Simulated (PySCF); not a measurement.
# Br4NRe ([ReNBr4]-): the cost of one run

Computed with PySCF 2.14.0 and routines of our own; the level stands in each step. Atoms count from 0.

### 1 The starting structure

6 atoms, charge -1, states of the metal's open shell are computed; geometry from: GFN2-xTB, shaken.

### 2 Optimising the geometry at PBE0-D3(BJ)/def2-SVP

Job settings and geometry (Å):

```
{"job": {"xc": "PBE0", "basis": "def2-SVP", "d3": "d3bj", "grid": 1, "maxiter": 45, "kind": "geom"}, "charge": -1, "metal": "Re", "open_shell": "d1"}
Re    -0.000040     0.004460     0.025330
N     -0.012450    -0.011520     1.742440
Br     2.417690     0.033260    -0.455110
Br    -0.020730     2.425930    -0.435550
Br    -2.415950    -0.025840    -0.446500
Br     0.021730    -2.435300    -0.458910
```

Command:

```bash
$ OMP_NUM_THREADS=1 python lf_run.py task.json out
```

One launch serves the whole session: the jobs run in the order shown.

**Question.** How long does this first job take on 1 thread of Arm Neoverse N1, shared host, and how much memory does it need?

About 15 min, with a peak of 1.2 GiB.
